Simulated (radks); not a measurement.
# Rb²⁺ in [Ar] 3d10 4s1 4p5 5s1: an all-electron calculation

Wanted: eigenvalues, radial structure and energy terms of the rubidium ion Rb2+.

Method: scalar-relativistic Kohn-Sham, PBE, spin-polarised, spherical densities, point nucleus; open shells are filled with parallel spins first. Code: radks (a radial shooting solver on a logarithmic mesh, Libxc functionals) version 1.

## (1) The system

* element: rubidium (Z = 37)
* charge: +2
* electrons: 35
* configuration: [Ar] 3d10 4s1 4p5 5s1

Outer shells as boxes (Hund's rule):

Rb²⁺
```
[Ar] core
3d [↑↓][↑↓][↑↓][↑↓][↑↓]
4s [↑ ]
4p [↑↓][↑↓][↑ ]
5s [↑ ]
```

## (2) The run

The run's settings:

```text
Z 37
configuration [Ar] 3d10 4s1 4p5 5s1
relativity scalar-relativistic
functional pbe,pbe
spin polarised
nucleus point
c 137.035999084
```

What does the calculation give?

**Answer**, as computed:

| quantity | value |
| --- | --- |
| total energy | -2978.64916 hartree |
| exchange-correlation share of it | 3.35 % |
| −T/E | 1.0242 |
| highest occupied level | 5s up, -15.911 eV |
| most extended occupied level | 5s up, <r> = 3.43 bohr |
| radius at density 0.001 e/bohr³ | 4.31 bohr |
| maxima of the radial density | 3 |

**Reading.** The radial density shows 3 maxima for 5 occupied principal shells; where shells overlap, one shows as a shoulder or not at all. Relativity lifts −T/E to 1.024. This is not the tabulated ground configuration, so its levels and sizes aren't those of the ground state, and no measured value stands beside it.
